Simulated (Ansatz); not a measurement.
# CHBCl2 (SMILES B=C(Cl)Cl): functionals against CCSD(T) at one geometry

An exercise on one series of results from a longer session: the logs are not shown, and one member is left open.

Program: Ansatz 0.2.0, Gaussian basis. Level of theory: single points in def2-TZVPP. These are calculated values, not measurements.

Cores are frozen in the correlated methods.

## The system as given

SMILES `B=C(Cl)Cl`, 5 atoms, charge 0, spin multiplicity 1.

Atoms are counted from 1 here; the program's logs count them from 0.

Bond lengths: B1–C2 1.418 Å, B1–H5 1.062 Å, C2–Cl3 1.705 Å, C2–Cl4 1.814 Å. Angles: C2–B1–H5 176.9°, B1–C2–Cl3 129.8°, B1–C2–Cl4 119.0°, Cl3–C2–Cl4 111.1°.

As a file:

```xyz
5

B     0.7960    0.5753    0.1829
C    -0.3609   -0.1988   -0.0854
Cl   -2.0052    0.2504   -0.0600
Cl   -0.1653   -1.9345   -0.5747
H     1.6321    1.2024    0.3702
```

The first run:

run/in.yaml

```yaml
crystal:
  periodic: [false, false, false]
  atoms:
    - {symbol: B, position_ang: [0.796000, 0.575300, 0.182900]}
    - {symbol: C, position_ang: [-0.360900, -0.198800, -0.085400]}
    - {symbol: Cl, position_ang: [-2.005200, 0.250400, -0.060000]}
    - {symbol: Cl, position_ang: [-0.165300, -1.934500, -0.574700]}
    - {symbol: H, position_ang: [1.632100, 1.202400, 0.370200]}
basis:
  gaussian: {orbitals: def2-TZVPP}
correlation: {method: ccsd_t}
output: {forces: true}
```

The command line of these runs was not kept.

Steps of the session up to this table: CCSD(T)/def2-TZVPP; PBE0-D4/def2-TZVPP; wB97M-V/def2-TZVPP; r2SCAN-D4/def2-TZVPP; PBE-D4/def2-TZVPP; r2SCANh-D4/def2-TZVPP; HSE06-D4/def2-TZVPP.

One table of the session follows, with a row left open; its other results are not shown here.

| method | RMS force component (eV/Å) | angle to CCSD(T) forces (°) | dipole (D) |
| --- | --- | --- | --- |
| CCSD(T) | 1.664 | reference | 1.98 |
| PBE0-D4 | 1.799 | 5.8 | 2.02 |
| wB97M-V | 1.763 | 7.3 | 2.15 |
| r2SCAN-D4 | 1.723 | 4.5 | 1.88 |
| PBE-D4 | 1.719 | 3.1 | 1.66 |
| r2SCANh-D4 | ? | ? | ? |
| HSE06-D4 | 1.794 | 5.7 | 2.00 |

**Question.** Estimate the row for r2SCANh-D4.

The run gave: RMS force component (eV/Å): 1.751; angle to CCSD(T) forces (°): 5.6; dipole (D): 1.99. In the column «RMS force component (eV/Å)» it lies between r2SCAN-D4 (1.723) and wB97M-V (1.763).
